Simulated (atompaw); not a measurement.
# A PAW (atompaw) potential for strontium, from input to tests

Do these settings give a usable potential? It is generated, then checked for scattering, ghosts and hardness.

The numbers are computed with atompaw 4.2.0.5 (PBE, scalar-relativistic, spin-unpolarised reference atom).

4 further runs of the same task are left out: 4 set aside as unsound or not needed.

## (1) The design

The settings as typed:

```
element                 : strontium (Sr, Z = 38)
type                    : PAW
frozen core             : [Ar] 3d10
valence charge          : 10
reference configuration : 4s2 4p6 4d0 5s0.5 5p0 (charge +1.5)
partial waves           : 4s (bound): rc 1.95 bohr; 5s (bound): rc 2.85 bohr; 4p (bound): rc 2.25 bohr; 5p (bound, empty): rc 2.85 bohr; 4d (bound, empty): rc 2.60 bohr; 4d channel at -0.3 Ry: rc 2.85 bohr; 4f channel at -0.2 Ry: rc 2.85 bohr; 4f channel at 1.3 Ry: rc 2.30 bohr
local potential         : troulliermartins scheme with l = 4 at 0 Ry, radius 1.90 bohr
core correction         : smooth core density matched at 1.90 bohr
augmentation charge     : sinc compensation charge, radius 2.65 bohr; PAW radius 2.85 bohr; waves and projectors: custom polynom gramschmidtortho
```

The nodes and maxima of the atom's own shells, from an earlier all-electron run, set the scale for the radii.

All-electron outer shells of the reference configuration (PBE, scalar-relativistic, ld1.x):

| shell | level (eV) | outermost node (bohr) | outermost maximum (bohr) |
| --- | --- | --- | --- |
| 3d | -138.10 | – | 0.38 |
| 4s | -50.84 | 0.59 | 1.19 |
| 4p | -32.69 | 0.61 | 1.33 |
| 5s | -10.99 | 1.63 | 3.32 |
| 4d | -9.94 | 0.65 | 1.94 |
| 5p | -7.72 | 1.90 | 4.05 |
| 4f | -2.60 | – | 6.94 |

## (2) The generation run

Contents of Sr.input:

```
Sr 38
GGA-PBE scalarrelativistic loggrid 1500 logderivrange -6 5 276
5 5 4 0 0 0
5 0 0.5
5 1 0
4 2 0
0 0 0
c
c
c
v
v
c
c
v
v
c
v
3
2.85 2.65 1.90 1.90
n
n
y
-0.3
n
y
-0.2
y
1.3
n
custom polynom gramschmidtortho sinc
4 0 troulliermartins
1.95
2.85
2.25
2.85
2.60
2.85
2.85
2.30
PWSCFOUT
UPFDX 0.0125d0 UPFXMIN -7.d0 UPFZMESH 38.d0
END
```

Run with:

```
$ atompaw < Sr.input > Sr.log
```

Q: Predict the outcome of this session. Wanted: cutoffs for 10 and 1 mRy, occupied levels; bound ghosts; largest phase difference near zero energy, channels read; lowest eigenvalue of the overlap; share of valence orbitals outside the PAW sphere; UPF file.

The runs gave:

```
                                                quantity                                      value
               cutoffs for 10 and 1 mRy, occupied levels                            15 Ry and 25 Ry
                                            bound ghosts                                 none found
largest phase difference near zero energy, channels read                                  0.275 rad
         lowest eigenvalue of the overlap (Bessel basis)                                  0.510 (d)
        share of valence orbitals outside the PAW sphere  4s 1 %, 5s 77 %, 4p 3 %, 5p 90 %, 4d 35 %
                                                UPF file                                    written
```

The potential is soft on the atom at that tolerance: the looser tolerance needs 15 Ry. The slowest occupied level is 4p: taken alone it needs 15 Ry to come within 1 mRy, against 12 Ry for 4s. It is free of bound ghosts as far as tested. Of the channels read, d scatters worst near zero energy, by up to 0.28 rad. In the p channel the atom's pole at 3.25 Ry sits lower, at 2.00 Ry, in the pseudo curve. The pseudo curves have a pole with no partner nearby in the atom's: d at 1.48 Ry. At positive energy that is a spurious or a displaced resonance.
